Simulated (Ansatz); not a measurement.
The first iterations of a band of a periodic cell of 63 atoms, Si62C (host Si, host structure diamond, dopant C, one Si atom removed).

All numbers below come from DFT PBE, scalar-relativistic, plane waves, PAW in Ansatz. Settings: PAW set soft_1, cutoff 420 eV, k mesh 1x1x1, fermi-dirac smearing 0.05 eV, no spin polarisation.

```yaml
movable_images: 5
climbing_image: yes
spring: 5.0 eV/Å²
optimiser: quadratic models (default)
start_path: IDPP
force_threshold: 0.05 eV/Å
iteration_limit: 80
end_points: relaxed
```

Initial state:

```xyz
63
Lattice="10.8600 0.0000 0.0000 0.0000 10.8600 0.0000 0.0000 0.0000 10.8600" Properties=species:S:1:pos:R:3
Si 5.427 0.000 0.009
Si 6.680 1.351 1.460
Si 8.094 2.677 0.058
Si 9.478 4.071 1.361
Si 8.071 -0.003 2.792
Si 9.490 1.357 4.076
Si -0.005 0.006 0.002
Si 1.364 1.366 1.369
Si 2.698 2.727 -0.008
Si 4.060 4.063 1.367
Si 5.420 5.434 0.000
Si 6.786 6.787 1.409
Si 8.161 8.126 0.055
Si 9.498 9.502 1.409
Si 2.848 0.286 2.854
C 3.692 1.735 3.698
Si 5.139 2.580 2.852
Si 6.680 3.974 4.081
Si 8.094 5.376 2.754
Si 9.495 6.792 4.062
Si 6.771 1.197 6.772
Si 8.079 2.651 5.433
Si 9.503 4.027 6.793
Si 8.158 -0.054 8.163
Si 9.497 1.371 9.503
Si -0.002 5.430 0.003
Si 1.356 6.809 1.361
Si 2.750 8.194 0.056
Si 4.076 9.607 1.458
Si -0.012 2.728 2.703
Si 1.361 4.064 4.066
Si 2.697 5.437 2.702
Si 4.070 6.795 4.074
Si 5.428 8.211 2.787
Si 6.747 9.533 4.258
Si 0.003 0.000 5.433
Si 1.454 1.351 6.685
Si 2.847 2.581 5.144
Si 4.076 3.973 6.686
Si 5.427 5.423 5.433
Si 6.810 6.733 6.816
Si 8.153 8.132 5.484
Si 9.553 9.476 6.814
Si 2.784 -0.003 8.076
Si 4.070 1.355 9.495
Si 5.428 2.648 8.083
Si 6.787 4.026 9.508
Si 8.163 5.378 8.169
Si 9.508 6.781 9.514
Si 0.051 8.193 2.754
Si 1.452 9.606 4.082
Si -0.006 5.434 5.426
Si 1.401 6.786 6.793
Si 2.779 8.207 5.433
Si 4.245 9.524 6.757
Si 0.053 2.677 8.100
Si 1.356 4.071 9.484
Si 2.750 5.375 8.099
Si 4.057 6.791 9.501
Si 5.480 8.131 8.160
Si 6.809 9.478 9.558
Si 0.049 8.126 8.168
Si 1.403 9.502 9.505
```

Final state:

Only the atoms that move by more than 0.05 Å are listed.
```
Si2 6.718 1.356 1.425
Si3 8.098 2.715 0.002
Si8 1.347 1.409 1.347
Si12 6.752 6.840 1.408
Si14 9.450 9.538 1.408
Si15 2.746 0.172 2.746
C16 5.814 -0.384 5.814
Si17 5.258 2.684 2.746
Si19 8.098 5.428 2.715
Si21 6.657 1.065 6.657
Si22 8.046 2.610 5.426
Si23 9.450 4.022 6.752
Si28 2.715 8.192 0.002
Si31 1.347 4.083 4.021
Si35 6.657 9.633 4.365
Si38 2.746 2.684 5.258
Si46 5.426 2.610 8.046
Si47 6.752 4.022 9.450
Si50 0.002 8.192 2.715
Si53 1.408 6.840 6.752
Si54 2.820 8.244 5.426
Si55 4.365 9.633 6.657
Si56 0.002 2.715 8.098
Si58 2.715 5.428 8.098
Si63 1.408 9.538 9.450
```

| iteration | highest image above the first end (eV) | largest band force component (eV/Å) |
| --- | --- | --- |
| 1 | 4.993 | 1.966 |
| 2 | 4.035 | 1.105 |
| 3 | 3.892 | 1.132 |
| 4 | 3.878 | 0.282 |
| 5 | 3.864 | 0.100 |
| 6 | 3.806 | 0.260 |

Problem. Does the band converge within its limit, and where does its top end?

Solution. The forces met the threshold. It ended after 19 iterations with the highest image 2.917 eV above the first end. Neighbouring images differ by up to 1.5 eV, so the band resolves the path poorly. By the program's own check the climbing image is a first-order saddle point (lowest curvatures found: -3.85 and 0.24 eV/Å²). Limits of this set-up: coarse k mesh, no spin, though dangling bonds at a vacancy may carry it, a typed lattice constant that wasn't relaxed here.

Run time: 17 min on 4 threads of Arm Neoverse V1, with other jobs on the host, peak memory 3.8 GiB.
